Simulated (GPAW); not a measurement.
## TaN in GPAW: convergence with grid spacing (A)

TaN:

```
CELL_PARAMETERS angstrom
0.00000 2.17900 2.17900
2.17900 0.00000 2.17900
2.17900 2.17900 0.00000
ATOMIC_POSITIONS crystal
Ta 0.50000 0.50000 0.50000
N 0.00000 0.00000 0.00000
```

```yaml
Program: GPAW 26.7.0
Task: convergence study
Functional: PBE
Potentials_or_basis: GPAW PAW data sets (gpaw-data 1.2.1)
Basis: fd
Grid_spacing: 0.26 Å
k_mesh: 10 × 10 × 10
Occupations: fermi-dirac, width 0.05 eV
Spin: no spin polarisation
```

These are the settings of the first run; the series varies grid spacing (A), with any setting tied to it.

Hardware: 1 thread of Arm Neoverse V2, with other jobs on the host.

```tsv
grid spacing (A)	energy less the tightest run, at zero smearing (meV/atom)	SCF cycles	CPU time (s)	peak memory (GiB)
0.26	-34784.98	62	41	0.14
0.23	-124.27	9	17	0.19
0.2	-124.27	9	17	0.19
0.18	-124.27	9	18	0.19
0.16	-14.68	9	36	0.28
0.14	-14.68	9	37	0.28
0.12	0.00	9	66	0.44
```

Not settled before the last step: the energy (to 1 meV/atom). The tightest run that finished is the yardstick and may itself not be fully converged.

 Spin-orbit coupling is left out, which matters for the levels of Ta.
